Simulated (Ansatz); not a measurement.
# Ga2O3: the cost of one run

Program: Ansatz 0.2.0. PAW datasets, plane waves. (Simulation; spin polarisation is off.)

### Step 1. The cell

The unstrained cell was relaxed with r2SCAN; in each strained cell the atoms were relaxed again with r2SCAN. Names of k-points are those of the unstrained zone, where strain can split equivalent points. First state: -1.0 % biaxial strain in x and y, free along z.

It is trigonal, R-3c (No. 167); conventional cell a = 4.935 Å, c = 13.541 Å, 9.52 Å³ an atom. Near Ga stand 6 O at 1.92–2.06 Å; near O stand 4 Ga at 1.92–2.06 Å.

As a file:

```cif
data_structure
_symmetry_space_group_name_H-M 'R-3c:H'
_symmetry_Int_Tables_number 167
_cell_length_a 4.9347
_cell_length_b 4.9347
_cell_length_c 13.5413
_cell_angle_alpha 90.000
_cell_angle_beta 90.000
_cell_angle_gamma 120.000
_cell_volume 285.57
loop_
_atom_site_label
_atom_site_type_symbol
_atom_site_symmetry_multiplicity
_atom_site_Wyckoff_symbol
_atom_site_fract_x
_atom_site_fract_y
_atom_site_fract_z
_atom_site_occupancy
Ga1 Ga 12 c 0.00000 0.00000 0.35471 1
O1 O 18 e 0.69604 0.00000 0.25000 1
```

From earlier runs on the unstrained cell: PBE 2.85 eV, r2SCAN 3.55 eV, HSE06 4.62 eV; a = 4.985 Å, c = 13.442 Å.

### Step 2. -1.0 % biaxial strain in x and y, free along z: PBE

Input file input.yaml:

```yaml
crystal:
  lattice:
    - [2.4673371466, 1.4245177658, 4.5137763372]
    - [-2.4673371466, 1.4245177658, 4.5137763372]
    - [0.0, -2.8490355315, 4.5137763372]
  atoms:
    - { symbol: Ga, position: [0.8547059783, 0.8547059783, 0.8547059783] }
    - { symbol: Ga, position: [0.3547059783, 0.3547059783, 0.3547059783] }
    - { symbol: Ga, position: [0.1452940217, 0.1452940217, 0.1452940217] }
    - { symbol: Ga, position: [0.6452940217, 0.6452940217, 0.6452940217] }
    - { symbol: O, position: [0.4460396512, 0.0539603488, 0.75] }
    - { symbol: O, position: [0.0539603488, 0.75, 0.4460396512] }
    - { symbol: O, position: [0.5539603488, 0.9460396512, 0.25] }
    - { symbol: O, position: [0.25, 0.5539603488, 0.9460396512] }
    - { symbol: O, position: [0.9460396512, 0.25, 0.5539603488] }
    - { symbol: O, position: [0.75, 0.4460396512, 0.0539603488] }
kpoints:
  mp_grid: { grid: [6, 6, 6] }
  band_path:
    path:
      - [0.0, 0.0, 0.0]
      - [0.5, 0.5, 0.5]
      - [0.764580087, 0.235419913, 0.5]
      - [0.5, -0.235419913, 0.235419913]
      - [0.5, 0.0, 0.0]
      - [0.3677099565, -0.3677099565, 0.0]
      - [0.6322900435, 0.0, 0.3677099565]
      - [0.5, 0.0, 0.5]
      - [0.0, 0.166667, -0.166667]
    npoints: 1
hamiltonian:
  xc: pbe
scf:
  occupations: { method: fermi_dirac, width: 0.02 }
  n_extra_bands: 6
output:
  forces: true
  stress: true
  eigenvalues: true
```

Launch:

```sh
> ansatz run input.yaml --threads 2 --pin off --max-ram 29491MiB --backend cpu --events-out ev --progress --plain --runs-dir out
```

**Question.** How long does this run take on 2 threads of AMD EPYC 7R13 (Zen 3), shared host, and how much memory does it need?

About 4.3 s, with a peak of 0.57 GiB.
